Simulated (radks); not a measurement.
**Excited configurations of Pr³⁺**

Aim: excitation energies and quantum defects of the outer electron of Pr³⁺, by total-energy differences.

Program: radks (a radial shooting solver on a logarithmic mesh, Libxc functionals) version 1. Level of theory: Dirac Kohn-Sham, PBE, spin-unpolarised, spherical densities, finite nucleus; open shells fill j = l - 1/2 first. These are calculated values, not measurements, unless marked.

## Step 1: The atom as given

| Property | Result |
| --- | --- |
| element | praseodymium (Z = 59) |
| charge | +3 |
| electrons | 56 |
| configuration | [Xe] 4f2 |
| nuclear rms radius | 4.8919 fm |

## Step 2: Ground configuration: [Xe] 4f2

Settings of this run:

```text
Z 59
configuration [Xe] 4f2
relativity Dirac
functional pbe,pbe
spin unpolarised
j_filling energy
nucleus finite rms 4.8919 fm
c 137.035999084
```

## Step 3: The ion: [Xe] 4f1

Settings, as their differences from step 2:

```diff
@@ -1,3 +1,3 @@
 Z 59
-configuration [Xe] 4f2
+configuration [Xe] 4f1
 relativity Dirac
```

## Step 4: Outer electron in 5d: [Xe] 4f1 5d1

Settings, as their differences from step 3:

```diff
@@ -1,3 +1,3 @@
 Z 59
-configuration [Xe] 4f1
+configuration [Xe] 4f1 5d1
 relativity Dirac
```

## Step 5: Outer electron in 6s: [Xe] 4f1 6s1

Settings, as their differences from step 4:

```diff
@@ -1,3 +1,3 @@
 Z 59
-configuration [Xe] 4f1 5d1
+configuration [Xe] 4f1 6s1
 relativity Dirac
```

## Step 6: Outer electron in 7p: [Xe] 4f1 7p1

Settings, as their differences from step 5:

```diff
@@ -1,3 +1,3 @@
 Z 59
-configuration [Xe] 4f1 6s1
+configuration [Xe] 4f1 7p1
 relativity Dirac
```

## Step 7: Outer electron in 7d: [Xe] 4f1 7d1

Settings, as their differences from step 6:

```diff
@@ -1,3 +1,3 @@
 Z 59
-configuration [Xe] 4f1 7p1
+configuration [Xe] 4f1 7d1
 relativity Dirac
```

## Step 8: Outer electron in 7f: [Xe] 4f1 7f1

Settings, as their differences from step 7:

```diff
@@ -1,3 +1,3 @@
 Z 59
-configuration [Xe] 4f1 7d1
+configuration [Xe] 4f1 7f1
 relativity Dirac
```

What does the calculation give? Wanted: for each run, outer orbital; excitation; binding; n*; quantum defect; <r>.

The runs gave:

| outer orbital | excitation (eV) | binding (eV) | n* | quantum defect | <r> (bohr) |
| --- | --- | --- | --- | --- | --- |
| 5d | 8.218 | 30.921 | 2.653 | 2.347 | 2.193 |
| 6s | 12.526 | 26.613 | 2.860 | 3.140 | 3.211 |
| 7p | 26.369 | 12.770 | 4.129 | 2.871 | 6.375 |
| 7d | 29.508 | 9.631 | 4.754 | 2.246 | 8.013 |
| 7f | 32.581 | 6.558 | 5.761 | 1.239 | 11.25 |

In words: Binding is E(ion) − E, and n* = 4/√(2·binding) in atomic units. The Δ-SCF energy to the ion that was run is 39.139 eV (NIST's first ionisation energy, to the ion's ground state: 38.98 eV, semi-empirical). Mean quantum defects: d 2.30, s 3.14, p 2.87, f 1.24. They fall with l, since high-l orbitals stay out of the core. Self-interaction in the functional shifts them, so they are the method's values and not measured ones. Spin polarisation and multiplet splitting are left out, so open shells lie too high by an amount that depends on their filling.
